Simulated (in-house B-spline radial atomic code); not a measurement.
# Xe⁶⁺: ionisation energy by several methods

The task here is to estimate one member of a computed series from the others.

Method: Dirac-Coulomb, several functionals, exact exchange averaged over the configuration; spherical all-electron atom at the radial basis limit. Code: in-house B-spline radial atomic code version 1.

## Starting point

```
element       : xenon (Z = 54)
charge        : +6
electrons     : 48
configuration : [Kr] 4d10 5s2
nucleus       : Fermi, rms radius 4.786 fm
```

Outer shells as boxes (Hund's rule):

[Kr] 4d10 5s2
```
[Kr] core
4d [↑↓][↑↓][↑↓][↑↓][↑↓]
5s [↑↓]
```

Set-up of the first run:

Settings of the run:

```ini
Z = 54
electrons = 48.0
configuration = [Kr] 4d10 5s2
hamiltonian = dirac
method = b97_1
spin_polarised = False
nucleus = fermi
rms_radius = 4.7859
mass_number = 132
atomic_mass = 131.90415508346
speed_of_light = 137.035999084
exact_exchange = averaged over the configuration
```

The run is started by

```
python run_scf.py task.json out
```

One command runs all members of the session, one after another, from task.json.

Steps of the session up to this table: B97-1; HSE06; LC-ωPBE; BHandHLYP.

One of the session's tables, all rows but one given; the rest of the session is left out.

```
   method  ΔSCF (eV)  with Breit, QED, recoil (eV)
    B97-1     92.363                        92.280
BHandHLYP     91.950                        91.868
    HSE06          ?                             ?
  LC-ωPBE     92.465                        92.381
```

Estimate the missing values for HSE06.

The run gave: ΔSCF (eV): 92.377; with Breit, QED, recoil (eV): 92.295. In the column «ΔSCF (eV)» it lies between B97-1 (92.363) and LC-ωPBE (92.465).
